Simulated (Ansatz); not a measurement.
Br₂H₂Si, SMILES Br[SiH2]Br: a ladder of basis sets, run with the Python package of Ansatz (0.2.0).

`br2h2si.py`
```python
"""How the energy of Br2H2Si converges with the basis."""

import ansatz as az
from ase import Atoms

atoms = Atoms(["Br", "Si", "Br", "H", "H"], positions=[
    (-1.6847, -1.228, 0.3552),
    (0.1436, -0.0587, 0.0495),
    (-0.3233, 1.8153, -1.0616),
    (1.1746, -0.8689, -0.7394),
    (0.7397, 0.2666, 1.3548),
])
molecule = az.Crystal.molecule_from_ase(atoms)

model = molecule.calculation().functional("pbe0", dispersion="d4")

energies = {}
for basis in ["cc-pVDZ", "cc-pVTZ"]:
    rep = model.basis(gaussian=basis).run(threads=1, backend="cpu").report
    size = rep["n_frozen"] + rep["n_occupied"][0] + rep["n_virtual"][0]
    energies[basis] = (rep["reference_energy_ev"] / 27.211386246, rep["free_energy_ev"] / 27.211386246)
    print(f"{basis:14s} {size:4d} orbitals  reference {energies[basis][0]:14.6f} Ha  total {energies[basis][1]:14.6f} Ha")

last = energies["cc-pVTZ"][1]
for basis, (_, total) in energies.items():
    print(f"{basis:14s} lies {27.211386 * (total - last):9.4f} eV above cc-pVTZ")
```

How far does the total energy move along this ladder of basis sets?

Against cc-pVDZ: cc-pVTZ -165.7 mHa. The last step alone is -165.73 mHa. From the first set to the last the time grows from 2.9 to 4.5 s.

The run itself:

`python br2h2si.py` gives:
```text
cc-pVDZ          82 orbitals  reference   -5438.314251 Ha  total   -5438.318616 Ha
cc-pVTZ         148 orbitals  reference   -5438.479979 Ha  total   -5438.484344 Ha
cc-pVDZ        lies    4.5097 eV above cc-pVTZ
cc-pVTZ        lies    0.0000 eV above cc-pVTZ
```

Caveats:
- The drop along the ladder measures the basis error, and is no property of the molecule.
- The geometry is a force-field or estimated start, not a minimum of this method, and the last set is no limit. Much of the fall in a total is atomic energy, which cancels in bond and reaction energies.
- Total less reference energy is the dispersion correction.
- For Al to Cl the sets with a tight d function, cc-pV(X+d)Z, are usual.
- Run time: 7.8 s on 1 thread of Arm Neoverse V2, on a shared host, peak memory 0.47 GiB.
